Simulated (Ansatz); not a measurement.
**C5ClO5Re: small, medium and large basis sets**

One table from this session's results is given with a row withheld; the runs are named, their logs left out.

Computed with Ansatz 0.2.0, Gaussian basis. Level: one geometry, several basis sets.

Plan: PBE0-D4/def2-SVP; ωB97M-V/def2-SVP; PBE0-D4/def2-QZVPP; ωB97M-V/def2-QZVPP; the functionals' def2-TZVPP values are taken from earlier runs.

## The geometry

An earlier PBE0-D4 in a triple-zeta def2 set relaxation fixed the geometry. Re takes the def2 core potential; no spin-orbit term is included.

SMILES `[O+]#[C][Re-5]([Cl])([C]#[O+])([C]#[O+])([C]#[O+])[C]#[O+]`, 12 atoms, charge 0, spin multiplicity 1.

Atoms are counted from 1 here; the program's logs count them from 0.

Bond lengths: O1–C2 1.144 Å, C2–Re3 1.936 Å, Re3–Cl4 2.462 Å, Re3–C5 2.013 Å, Re3–C7 2.013 Å, Re3–C9 2.013 Å, Re3–C11 2.013 Å, C5–O6 1.131 Å, C7–O8 1.131 Å, C9–O10 1.131 Å, C11–O12 1.131 Å. Angles: O1–C2–Re3 180.0°, C2–Re3–Cl4 180.0°, C2–Re3–C5 92.3°, C2–Re3–C7 92.3°, C2–Re3–C9 92.3°, C2–Re3–C11 92.3°, Cl4–Re3–C5 87.7°, Cl4–Re3–C7 87.7°, Cl4–Re3–C9 87.7°, Cl4–Re3–C11 87.7°, C5–Re3–C7 89.9°, C5–Re3–C9 89.9°, C5–Re3–C11 175.3°, C7–Re3–C9 175.3°, C7–Re3–C11 89.9°, C9–Re3–C11 89.9°, Re3–C5–O6 179.5°, Re3–C7–O8 179.5° and more.

Geometry (Å):

```xyz
12
charge 0, multiplicity 1
O     0.7097   -0.5452    2.8010
C     0.4337   -0.3331    1.7114
Re   -0.0336    0.0258   -0.1327
Cl   -0.6283    0.4823   -2.4782
C    -1.2302    1.5598    0.3833
O    -1.9048    2.4233    0.6630
C    -1.6102   -1.2234   -0.0623
O    -2.4983   -1.9230   -0.0329
C     1.5034    1.3054   -0.3593
O     2.3641    2.0260   -0.4968
C     1.1236   -1.4777   -0.8045
O     1.7710   -2.3202   -1.1920
```

Set-up of the first run:

in.yaml reads:

```yaml
crystal:
  periodic: [false, false, false]
  atoms:
    - {symbol: O, position_ang: [0.709734, -0.545191, 2.801008]}
    - {symbol: C, position_ang: [0.433718, -0.333108, 1.711390]}
    - {symbol: Re, position_ang: [-0.033628, 0.025815, -0.132688]}
    - {symbol: Cl, position_ang: [-0.628332, 0.482309, -2.478204]}
    - {symbol: C, position_ang: [-1.230233, 1.559798, 0.383335]}
    - {symbol: O, position_ang: [-1.904789, 2.423331, 0.662990]}
    - {symbol: C, position_ang: [-1.610237, -1.223428, -0.062252]}
    - {symbol: O, position_ang: [-2.498288, -1.923017, -0.032946]}
    - {symbol: C, position_ang: [1.503417, 1.305404, -0.359297]}
    - {symbol: O, position_ang: [2.364082, 2.026006, -0.496827]}
    - {symbol: C, position_ang: [1.123588, -1.477745, -0.804521]}
    - {symbol: O, position_ang: [1.770968, -2.320173, -1.191998]}
basis:
  gaussian: {orbitals: def2-SVP}
hamiltonian: {xc: pbe0, dispersion: d4}
output: {orbitals: {seedname: orbitals}}
```

The run is started by

```console
ansatz run in.yaml --threads 4 --pin off --events-out ev --progress --plain --max-ram 46080MiB --backend cpu
```

Steps of the session up to this table: PBE0-D4 in def2-SVP; ωB97M-V in def2-SVP; PBE0-D4 in def2-QZVPP; ωB97M-V in def2-QZVPP.

One of the session's tables, all rows but one given; the rest of the session is left out.

It belongs to the step «Functionals by basis». 

| functional | basis | HOMO (eV) | LUMO (eV) |
| --- | --- | --- | --- |
| PBE0-D4 | def2-SVP | -7.07 | -2.43 |
| PBE0-D4 | def2-TZVPP | -7.28 | -2.53 |
| PBE0-D4 | def2-QZVPP | -7.32 | -2.57 |
| ωB97M-V | def2-SVP | -8.99 | -0.29 |
| ωB97M-V | def2-TZVPP | -9.25 | -0.43 |
| ωB97M-V | def2-QZVPP | ? | ? |

**Question.** Estimate the row for ωB97M-V, def2-QZVPP.

As computed: HOMO (eV): -9.30; LUMO (eV): -0.49. In the column «HOMO (eV)» it is the lowest.
